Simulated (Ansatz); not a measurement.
# WH (sextet): wave-function methods side by side at distance W1–H2 = 1.914 Å, def2-SVP

Aim: climb from Hartree-Fock through coupled cluster and multireference methods for WH (sextet) at one geometry and basis, and see what each rung misses.

Method: def2-SVP, core rule «outside noble gas», up to 4 orbitals frozen; program: Ansatz 0.2.0, Gaussian basis.

Plan: UHF; CCSD(T) on ROHF; CCSD(T) on UHF; CISD; CCSDT(Q) on ROHF; CCSDT(Q) on UHF; CASSCF and MRCISD+Q, 7 electrons in 7 orbitals; CASSCF and NEVPT2, 7 electrons in 7 orbitals; Full CI.

14 further runs of the same task are left out: 2 for a known fault of the program, 10 that didn't finish, 2 set aside as unsound or not needed.

## (1) The system

The geometry derives from a PBE0/def2-TZVP stationary point (not a proven minimum). One bond is set to the value named and the two fragments are kept rigid. No spin-orbit coupling is included. Elements past krypton take def2 core potentials.

2 atoms, charge 0, spin multiplicity 6.

Atoms are counted from 1 here; the program's logs count them from 0.

Bond lengths: W1–H2 1.914 Å.

## (2) UHF

Contents of in.yaml:

```yaml
crystal:
  periodic: [false, false, false]
  atoms:
    - {symbol: W, position_ang: [0.000000, 0.000000, 0.000000]}
    - {symbol: H, position_ang: [0.000000, 0.000000, 1.914000]}
basis:
  gaussian: {orbitals: def2-SVP}
magnetization: {spin_polarized: true, initial_magnetization: 5}
hamiltonian: {xc: hf}
output: {orbitals: {seedname: orbitals}}
```

Command:

```bash
ansatz run in.yaml --threads 1 --pin off --events-out ev --progress --plain --max-ram 2393MiB
```

The runs that follow: CCSD(T) on ROHF; CCSD(T) on UHF; CISD; CCSDT(Q) on ROHF; CCSDT(Q) on UHF; CASSCF and MRCISD+Q, 7 electrons in 7 orbitals; CASSCF and NEVPT2, 7 electrons in 7 orbitals; Full CI.

**Question.** What will the summary of the whole plan be? Wanted: FCI below the RHF energy; RMP2 from FCI; UMP2 from FCI; RCCSD from FCI; RCCSD(T) from FCI; UCCSD(T) from FCI; RCCSDT(Q) from FCI; UCCSDT(Q) from FCI; NEVPT2 valence from FCI.

As calculated:

```
                         quantity                                                 value
         FCI below the RHF energy                                            -2.7164 eV
                    RMP2 from FCI                                            +563.7 meV
                    UMP2 from FCI                                            +419.3 meV
                   RCCSD from FCI                                             +73.0 meV
                RCCSD(T) from FCI                                             +13.0 meV
                UCCSD(T) from FCI                                             -86.1 meV
               RCCSDT(Q) from FCI                                              -3.2 meV
               UCCSDT(Q) from FCI                                            -102.5 meV
          NEVPT2 valence from FCI                                            +615.9 meV
        MRCISD+Q valence from FCI                                              +6.5 meV
levels within 1 kcal/mol (43 meV)  UCCSD, RCCSD(T), RCCSDT, RCCSDT(Q), MRCISD+Q valence
                    T1 diagnostic                                                 0.046
   effectively unpaired electrons                                                  5.04
```

In words: RCCSD(T) misses by +13.0 meV, 0.5 % of the correlation energy. CCSD(T) misses by +13.0 meV on the restricted determinant and by -86.1 meV on the unrestricted one; the two need not hold the same state or core. UCCSD, UCCSD(T), UCCSDT, RCCSDT(Q), UCCSDT(Q) fall below full CI: unrestricted runs freeze a spin-polarised core, another one than full CI's, and coupled cluster isn't variational. The occupations are near whole numbers, but T1 = 0.046 shows that the orbitals relax strongly. Of the multireference levels listed MRCISD+Q valence comes nearest in total energy (+6.5 meV), which doesn't show that its space is the better one. These misses are within one basis, not against nature; the frozen cores of restricted and unrestricted runs differ, which can shift their rows.
